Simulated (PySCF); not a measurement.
# TiCl₃⁺: structure of the singlet

The task is one start of a wider search on TiCl₃⁺: the singlet, built as T-shaped. It is relaxed, tested by its Hessian and followed downhill if it is a saddle.

Program: PySCF 2.14.0. Level of theory: PBE, basis Ti def2-SVP, Cl def2-SVP, no relativity, density fitting. These are calculated values, not measurements.

### Step 1. The starting structure

4 atoms, charge 1, spin multiplicity 1.

Bond lengths: Ti1–Cl2 2.303 Å, Ti1–Cl3 2.303 Å, Ti1–Cl4 2.303 Å. Angles: Cl2–Ti1–Cl3 88.0°, Cl2–Ti1–Cl4 88.0°, Cl3–Ti1–Cl4 176.0°.

```xyz
4
charge 1 multiplicity 1
Ti    0.0000    0.0000   -0.5636
Cl    0.0000    0.0000    1.7394
Cl    2.3016    0.0000   -0.4832
Cl   -2.3016    0.0000   -0.4832
```

### Step 2. T-shaped start, singlet: relaxation

The steps below are one call of a driver around PySCF. For each, scf.py gives the equivalent set-up of the SCF; relaxations use the driver's own optimiser. Before each start the driver seeks the lowest SCF state from one or more starting densities and follows internal instabilities, so scf.py alone need not reach the same state.

The program finds C2v symmetry in the start, which this walk keeps.

scf.py reads:

```python
from pyscf import gto, scf, dft
mol = gto.M(atom='''
Ti     0.000000     0.000000    -0.563649
Cl     0.000000     0.000000     1.739351
Cl     2.301600    -0.000000    -0.483249
Cl    -2.301600     0.000000    -0.483249''',
    basis={'Ti': 'def2-SVP', 'Cl': 'def2-SVP'},
    charge=1, spin=0)
mf = dft.RKS(mol, xc='PBE')
mf.grids.atom_grid = (50, 194)
aux = {'Ti': 'def2-universal-JKFIT', 'Cl': 'def2-universal-JKFIT'}
mf = mf.density_fit(auxbasis=aux)
mf.kernel()
```

Steps of the walk:

```
step   energy (Eh)  change (kJ/mol)  largest symmetric gradient (Eh/bohr)
   0  -2228.566150             0.00                               0.06866
   1  -2228.588181           -57.84                               0.05136
   2  -2228.608560          -111.35                               0.03931
   3  -2228.617205          -134.04                               0.02338
   4  -2228.624982          -154.46                               0.00979
   5  -2228.627282          -160.50                               0.00519
   6  -2228.627724          -161.66                               0.00206
   7  -2228.627768          -161.78                               0.00162
   8  -2228.627769          -161.78                               0.00117
   9  -2228.627772          -161.79                               0.00004
```

The walk ran for 9.2 s (4 threads, shared host).

End point (D3h, 9 steps, 161.8 kJ/mol gained): Ti–Cl 2.127 Å (×3); Cl–Ti–Cl 119.9° (×2), Cl–Ti–Cl 120.2°.

### Step 3. Hessian and properties

On the finer grid the gradient is checked again; gradients at displacements of ±0.01 bohr then give force constants and infrared intensities.

scf.py, as its differences from that of step 2:

```diff
@@ -3,4 +3,4 @@
-Ti     0.000000     0.000000    -0.563649
-Cl     0.000000     0.000000     1.739351
-Cl     2.301600    -0.000000    -0.483249
-Cl    -2.301600     0.000000    -0.483249''',
+Ti    -0.000000     0.000000     0.000000
+Cl    -0.001646     0.000000     2.127099
+Cl     1.842945    -0.000000    -1.062124
+Cl    -1.841299     0.000000    -1.064975''',
@@ -10 +10 @@
-mf.grids.atom_grid = (50, 194)
+mf.grids.atom_grid = (75, 302)
```

The driver hands on the density of the step before, so the log starts near convergence.

SCF at the final geometry:

```text
init E= -2228.62784789651
  HOMO = -0.507668005897539  LUMO = -0.419372065050052  gap/eV = 2.40265
cycle= 1 E= -2228.62784789638  delta_E= 1.25e-10  |g|= 1.89e-05  |ddm|= 3.09e-05
  HOMO = -0.507668154427748  LUMO = -0.419369949459422  gap/eV = 2.40272
cycle= 2 E= -2228.62784789483  delta_E= 1.55e-09  |g|= 6.93e-05  |ddm|= 0.000101
  HOMO = -0.50766794136532  LUMO = -0.419373187283675  gap/eV = 2.40262
cycle= 3 E= -2228.62784789629  delta_E= -1.46e-09  |g|= 2.88e-05  |ddm|= 7.9e-05
  HOMO = -0.50766803115256  LUMO = -0.419371804786118  gap/eV = 2.40266
cycle= 4 E= -2228.62784789652  delta_E= -2.33e-10  |g|= 7.12e-07  |ddm|= 2.15e-05
  HOMO = -0.507668028841987  LUMO = -0.419371813277157  gap/eV = 2.40266
cycle= 5 E= -2228.62784789652  delta_E= -2.73e-12  |g|= 2.56e-08  |ddm|= 5.6e-07
  HOMO = -0.507668028408533  LUMO = -0.419371812229283  gap/eV = 2.40266
Extra cycle  E= -2228.62784789653  delta_E= -3.18e-12  |g|= 2.37e-08  |ddm|= 4.36e-08
converged SCF energy = -2228.62784789653
```

The whole step took 8.3 s.

Geometry: D3h; Ti–Cl 2.127 Å (×3); Cl–Ti–Cl 120.0° (×3).

Modes, for the most abundant isotopes:

```
symmetry  ω (cm⁻¹)  IR (km/mol)  μ (u)     type
    a2''      103i         33.9  42.95     bend
      e'       107          0.4  36.27     bend
     a1'       396          0.0  34.97  stretch
      e'       557          196  41.13  stretch
```

1 mode is imaginary, the largest at 103i cm⁻¹: a saddle point, not a minimum.

Properties at this point:

| Quantity | Value |
| --- | --- |
| Dipole moment about the centre of mass | 0.00 D |
| Highest occupied level | -13.81 eV |
| Lowest empty level | -11.41 eV |
| Rotational constants | 0.07103, 0.07103, 0.03552 cm⁻¹ |
| Zero-point energy (real modes) | 10.3 kJ/mol |
| Principal polarisabilities | 28.1, 75.5, 75.5 bohr³ |
| Principal traceless quadrupole moments about the centre of mass | -1.46, 0.73, 0.73 D Å |

Populations by atom (charges in e):

```json
{"atom": "Ti1", "Mulliken": "0.80", "Löwdin": "0.01", "polar tensor": "1.78", "Mayer order to Ti1": "–"}
{"atom": "Cl2,3,4", "Mulliken": "0.07", "Löwdin": "0.33", "polar tensor": "-0.26", "Mayer order to Ti1": "1.62"}
```

Outer orbital energies (eV). occupied: -15.56, -15.56, -14.80, -14.80, -14.45, -14.45, -14.43, -13.81; empty: -11.41, -10.98, -10.98, -9.62.

Mulliken populations on Ti1: s 6.21, p 12.53, d 2.43, f 0.03.

### Step 4. Leaving the saddle point

The atoms are moved a little along the softest imaginary mode and relaxed again.

The program finds C3v symmetry in the start, which this walk keeps. The walk stops when the largest gradient is under 0.0003 Eh/bohr and the energy has settled too.

scf.py, as its differences from that of step 3:

```diff
@@ -3,4 +3,4 @@
-Ti    -0.000000     0.000000     0.000000
-Cl    -0.001646     0.000000     2.127099
-Cl     1.842945    -0.000000    -1.062124
-Cl    -1.841299     0.000000    -1.064975''',
+Ti     0.000000     0.250000     0.000000
+Cl    -0.001646    -0.114263     2.127099
+Cl     1.842945    -0.114263    -1.062124
+Cl    -1.841299    -0.114263    -1.064975''',
@@ -10 +10 @@
-mf.grids.atom_grid = (75, 302)
+mf.grids.atom_grid = (50, 194)
```

The optimiser's trace:

```
step   energy (Eh)  change (kJ/mol)  largest symmetric gradient (Eh/bohr)
   0  -2228.629197             0.00                               0.01232
   1  -2228.631210            -5.29                               0.00731
   2  -2228.633274           -10.70                               0.00586
   3  -2228.633567           -11.48                               0.00190
   4  -2228.633582           -11.51                               0.00088
   5  -2228.633590           -11.54                               0.00003
```

The walk took 5.7 s.

Positions (Å) and forces (eV/Å) along the way:

```
step 0
Ti   0.000   0.250   0.000   0.001  -0.041   0.018
Cl  -0.002  -0.114   2.127   0.000   0.013  -0.641
Cl   1.843  -0.114  -1.062  -0.548   0.014   0.311
Cl  -1.841  -0.114  -1.065   0.547   0.014   0.312
step 1
Ti   0.000   0.324   0.000   0.000   0.044   0.013
Cl  -0.002  -0.139   2.091   0.000  -0.022  -0.378
Cl   1.811  -0.139  -1.044  -0.327  -0.011   0.182
Cl  -1.810  -0.139  -1.047   0.327  -0.011   0.183
step 3
Ti   0.000   0.505   0.000   0.000   0.098  -0.008
Cl  -0.002  -0.199   1.995   0.000  -0.028   0.053
Cl   1.729  -0.199  -0.996   0.043  -0.035  -0.022
Cl  -1.727  -0.199  -0.999  -0.043  -0.035  -0.023
step 5
Ti   0.000   0.518   0.000   0.000   0.002  -0.008
Cl  -0.002  -0.204   1.992   0.000   0.005   0.002
Cl   1.726  -0.204  -0.995  -0.001  -0.003   0.003
Cl  -1.724  -0.204  -0.997   0.001  -0.003   0.003
```

It settles in C3v symmetry, 11.5 kJ/mol below the start, after 5 steps: Ti–Cl 2.119 Å (×3); Cl–Ti–Cl 109.0° (×3).

### Step 5. Is it a minimum? Harmonic modes

As before: finer grid, then central differences.

scf.py, as its differences from that of step 4:

```diff
@@ -3,4 +3,4 @@
-Ti     0.000000     0.250000     0.000000
-Cl    -0.001646    -0.114263     2.127099
-Cl     1.842945    -0.114263    -1.062124
-Cl    -1.841299    -0.114263    -1.064975''',
+Ti     0.000000     0.489065     0.000000
+Cl    -0.001544    -0.224288     1.994927
+Cl     1.728429    -0.224288    -0.996127
+Cl    -1.726886    -0.224288    -0.998800''',
@@ -10 +10 @@
-mf.grids.atom_grid = (50, 194)
+mf.grids.atom_grid = (75, 302)
```

Log of the central SCF (cycles and frontier levels):

```text
init E= -2228.6336151308
  HOMO = -0.498317644918691  LUMO = -0.403021090680242  gap/eV = 2.59315
cycle= 1 E= -2228.63361513078  delta_E= 2.73e-11  |g|= 1.12e-05  |ddm|= 8.84e-06
  HOMO = -0.498317357967588  LUMO = -0.403025439417753  gap/eV = 2.59303
cycle= 2 E= -2228.63361512905  delta_E= 1.73e-09  |g|= 8.19e-05  |ddm|= 6.34e-05
  HOMO = -0.498317688811365  LUMO = -0.403021668821131  gap/eV = 2.59314
cycle= 3 E= -2228.6336151308  delta_E= -1.75e-09  |g|= 1.01e-06  |ddm|= 5.57e-05
  HOMO = -0.498317657531361  LUMO = -0.403021650437516  gap/eV = 2.59314
cycle= 4 E= -2228.6336151308  delta_E= -4.55e-12  |g|= 5.04e-07  |ddm|= 1.55e-06
  HOMO = -0.498317646077066  LUMO = -0.403021629645621  gap/eV = 2.59314
Extra cycle  E= -2228.6336151308  delta_E= 9.09e-12  |g|= 1.59e-06  |ddm|= 2.64e-06
converged SCF energy = -2228.6336151308
```

The whole step took 12 s.

Geometry: C3v; Ti–Cl 2.119 Å (×3); Cl–Ti–Cl 109.3° (×3).

Harmonic modes (main isotopes):

| symmetry | ω (cm⁻¹) | IR (km/mol) | μ (u) |
| --- | --- | --- | --- |
| a1 | 122 | 11.3 | 39.94 |
| e | 137 | 0.7 | 36.13 |
| a1 | 451 | 10.0 | 37.25 |
| e | 537 | 186 | 40.66 |

All wavenumbers are real: a minimum.

Properties at this point:

| Quantity | Value |
| --- | --- |
| Dipole moment about the centre of mass | 3.25 D |
| Highest occupied level | -13.56 eV |
| Lowest empty level | -10.97 eV |
| Rotational constants | 0.07476, 0.07476, 0.04038 cm⁻¹ |
| Zero-point energy | 11.5 kJ/mol |
| Principal polarisabilities | 29.6, 71.0, 71.0 bohr³ |
| Principal traceless quadrupole moments about the centre of mass | -0.68, -0.68, 1.35 D Å |
| Entropy at 298.15 K and 1 bar | 325.8 J/(mol K) |
| Heat capacity Cp at 298.15 K | 72.8 J/(mol K) |
| Enthalpy at 298.15 K above 0 K | 16.96 kJ/mol |
| Rotational symmetry number | 3 |

Charges (e) and bond orders:

| atom | Mulliken | Löwdin | polar tensor | Mayer order to Ti1 |
| --- | --- | --- | --- | --- |
| Ti1 | 0.77 | -0.02 | 1.70 | – |
| Cl2,3,4 | 0.08 | 0.34 | -0.23 | 1.64 |

Outer orbital energies (eV). occupied: -15.37, -15.37, -14.88, -14.88, -14.65, -14.10, -14.10, -13.56; empty: -10.97, -10.58, -10.58, -9.44.

Mulliken populations on Ti1: s 6.23, p 12.47, d 2.50, f 0.03.

### Step 6. Would spin polarisation lower it?

At the lowest minimum the closed shell is tested against spin polarisation, on the (50, 194) grid. It is stable.

### Step 7. All stationary points

| spin | group | bonds | imaginary modes (cm⁻¹) | ΔE (kJ/mol) | with zero-point energy |
| --- | --- | --- | --- | --- | --- |
| singlet | C3v | Ti–Cl 2.119 Å (×3) | none | 0.0 | 0.0 |
| singlet | D3h | Ti–Cl 2.127 Å (×3) | 103i | 15.1 | – |

### Step 8. Results

| quantity | value |
| --- | --- |
| minimum | singlet, C3v |
| geometry | Ti–Cl 2.119 Å (×3); Cl–Ti–Cl 109.3° (×3) |
| wavenumbers (cm⁻¹) | 122 (a1), 137 (e), 451 (a1), 537 (e) |
| dipole moment (centre of mass) | 3.25 D |
| highest occupied, lowest empty level | -13.56, -10.97 eV |
| polar-tensor charge of Ti1 | +1.70 e |
| zero-point energy | 11.5 kJ/mol |
| entropy at 298.15 K | 325.8 J/(mol K) |

**Reading.** The T-shaped start (C2v) ends in a minimum of C3v symmetry, after a first stop at a saddle point 15.1 kJ/mol higher, from which it was pushed off along an imaginary mode. The strongest infrared band lies at 537 cm⁻¹ (e, stretch). Other starts or spin states, not run here, may lie lower.

The search up to here ran for 47 s (4 threads, shared host).
